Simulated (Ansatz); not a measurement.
A nudged elastic band was laid between two geometries of a periodic cell of 13 atoms, Sc12F (host Sc, host structure hcp, interstitial F).

Level of theory: DFT PBE, scalar-relativistic, plane waves, PAW (Ansatz). Settings: cutoff 420 eV, k mesh 3x2x3, gaussian smearing 0.05 eV, no spin polarisation.

* movable images: 5
* climbing image: yes
* spring: 5.0 eV/Å²
* optimiser: lbfgs
* start path: straight line
* force threshold: 0.05 eV/Å
* iteration limit: 80
* end points: relaxed

Image 0:

```xyz
13
Lattice="6.6200 0.0000 0.0000 -4.9650 8.5996 0.0000 0.0000 0.0000 5.2761" Properties=species:S:1:pos:R:3
Sc -0.028 -0.004 0.020
Sc -0.027 1.925 2.624
Sc -1.653 2.878 -0.007
Sc -1.657 4.777 2.624
Sc -3.314 5.731 -0.006
Sc -3.307 7.617 2.614
Sc 3.340 -0.004 0.017
Sc 3.342 1.925 2.621
Sc 1.656 2.904 0.026
Sc 1.662 4.791 2.645
Sc 0.006 5.744 0.014
Sc 0.002 7.643 2.647
F 1.657 0.961 3.958
```

Image 6:

```xyz
13
Lattice="6.6200 0.0000 0.0000 -4.9650 8.5996 0.0000 0.0000 0.0000 5.2761" Properties=species:S:1:pos:R:3
Sc -0.035 -0.003 -0.024
Sc -0.033 1.927 2.650
Sc -1.660 2.881 0.003
Sc -1.664 4.778 2.647
Sc -3.319 5.732 0.000
Sc -3.314 7.620 2.657
Sc 3.335 -0.002 -0.022
Sc 3.336 1.926 2.652
Sc 1.651 2.903 -0.030
Sc 1.656 4.792 2.628
Sc -0.001 5.744 -0.019
Sc -0.004 7.642 2.624
F 1.650 0.963 1.313
```

(1) What changes between the two ends?

(2) What energy profile does the band end with?

(3) What is the geometry of the highest image?

## Answers

(1) The atom that moves furthest is F13, by 2.65 Å; four of its nearest neighbours are Sc2 2.35, Sc7 2.35, Sc8 2.36, Sc1 2.36 Å at the first end and Sc2 2.36, Sc7 2.36, Sc1 2.36, Sc9 2.36 Å at the last.

(2) It converged. The highest image is number 3 of 0 to 6, 0.98 eV above the ends, which have the same energy within 2 meV. By the program's own check the climbing image is a first-order saddle point (lowest curvatures found: -3.20 and 0.97 eV/Å²). Limits of this set-up: coarse k mesh, odd electron count without spin, a small cell, in which the defect meets its images, a typed lattice constant that wasn't relaxed here.

```json
{"image": "0", "path coordinate (Å)": "0.00", "energy (eV)": "0.00"}
{"image": "1", "path coordinate (Å)": "0.44", "energy (eV)": "0.24"}
{"image": "2", "path coordinate (Å)": "0.88", "energy (eV)": "0.72"}
{"image": "3", "path coordinate (Å)": "1.32", "energy (eV)": "0.98"}
{"image": "4", "path coordinate (Å)": "1.76", "energy (eV)": "0.72"}
{"image": "5", "path coordinate (Å)": "2.20", "energy (eV)": "0.24"}
{"image": "6", "path coordinate (Å)": "2.65", "energy (eV)": "0.00"}
```

(3) 
```xyz
13
Lattice="6.6200 0.0000 0.0000 -4.9650 8.5996 0.0000 0.0000 0.0000 5.2761" Properties=species:S:1:pos:R:3:forces:R:3
Sc -0.101 -0.063 -0.002 0.00 0.01 0.00
Sc -0.107 2.019 2.636 0.00 0.01 0.00
Sc -1.662 2.855 -0.002 0.00 -0.01 0.00
Sc -1.666 4.776 2.636 0.00 0.00 0.00
Sc -3.318 5.766 -0.002 0.00 0.00 0.00
Sc -3.308 7.484 2.636 0.01 0.00 0.00
Sc 3.415 -0.096 -0.002 0.01 0.00 0.00
Sc 3.413 1.995 2.636 0.00 -0.02 0.00
Sc 1.660 3.063 -0.002 0.00 -0.01 0.00
Sc 1.657 4.818 2.636 0.00 0.00 0.00
Sc 0.017 5.746 -0.002 0.00 0.00 0.00
Sc -0.003 7.600 2.636 0.00 0.01 0.00
F 1.643 0.934 2.636 -0.01 0.00 0.00
```

Run time: 5.8 min on 4 threads of Intel(R) Xeon(R) Platinum 8259CL CPU @ 2.50GHz (Skylake/Cascade Lake), on a shared host, peak memory 1.8 GiB.
